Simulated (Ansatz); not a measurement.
# C₂H₅NSeSi: basis-set convergence

An exercise on one series of results from a longer session: the logs are not shown, and one member is left open.

Computed with Ansatz 0.2.0, Gaussian basis. Level: one geometry, several basis sets.

Plan: PBE0-D4/def2-SVP; ωB97M-V/def2-SVP; PBE0-D4/def2-QZVPP; ωB97M-V/def2-QZVPP; the functionals' def2-TZVPP values are taken from earlier runs.

## The relaxed structure

The geometry comes from an earlier relaxation with PBE0-D4 in a triple-zeta def2 set; it is a stationary point, not always the lowest conformer.

10 atoms, charge 0, spin multiplicity 1.

Atoms are counted from 1 here; the program's logs count them from 0.

Bond lengths: N1–C2 1.213 Å, N1–H6 1.015 Å, C2–C3 1.309 Å, C3–Si4 1.850 Å, C3–Se5 1.921 Å, Si4–H7 1.485 Å, Si4–H8 1.487 Å, Si4–H9 1.487 Å, Se5–H10 1.473 Å. Angles: C2–N1–H6 118.6°, N1–C2–C3 173.7°, C2–C3–Si4 123.4°, C2–C3–Se5 116.8°, Si4–C3–Se5 119.6°, C3–Si4–H7 110.0°, C3–Si4–H8 109.3°, C3–Si4–H9 109.4°, H7–Si4–H8 110.1°, H7–Si4–H9 108.5°, H8–Si4–H9 109.5°, C3–Se5–H10 95.9°.

Set-up of the first run:

in.yaml reads:

```yaml
crystal:
  periodic: [false, false, false]
  atoms:
    - {symbol: N, position_ang: [-1.256799, 2.005156, -0.994152]}
    - {symbol: C, position_ang: [-0.495597, 1.164624, -0.564800]}
    - {symbol: C, position_ang: [0.319221, 0.196217, -0.231607]}
    - {symbol: Si, position_ang: [-0.251495, -1.496704, 0.247723]}
    - {symbol: Se, position_ang: [2.200678, 0.564538, -0.354169]}
    - {symbol: H, position_ang: [-1.656529, 2.676359, -0.345724]}
    - {symbol: H, position_ang: [0.272950, -2.499940, -0.712982]}
    - {symbol: H, position_ang: [-1.738064, -1.530085, 0.259442]}
    - {symbol: H, position_ang: [0.263370, -1.825770, 1.602915]}
    - {symbol: H, position_ang: [2.425463, 0.694306, 1.096253]}
basis:
  gaussian: {orbitals: def2-SVP}
hamiltonian: {xc: pbe0, dispersion: d4}
output: {orbitals: {seedname: orbitals}}
```

Steps of the session up to this table: PBE0-D4 in def2-SVP; ωB97M-V in def2-SVP; PBE0-D4 in def2-QZVPP; ωB97M-V in def2-QZVPP.

One table of the session follows, with a row left open; its other results are not shown here.

It belongs to the step «Density functionals: the series». 

| functional | basis | HOMO (eV) |
| --- | --- | --- |
| PBE0-D4 | def2-SVP | -6.65 |
| PBE0-D4 | def2-TZVPP | -6.79 |
| PBE0-D4 | def2-QZVPP | ? |
| ωB97M-V | def2-SVP | -8.78 |
| ωB97M-V | def2-TZVPP | -8.95 |
| ωB97M-V | def2-QZVPP | -8.97 |

Estimate the missing values for PBE0-D4, def2-QZVPP.

**Answer.** HOMO (eV): -6.82. In the column «HOMO (eV)» it lies between ωB97M-V, def2-SVP (-8.78) and PBE0-D4, def2-TZVPP (-6.79).
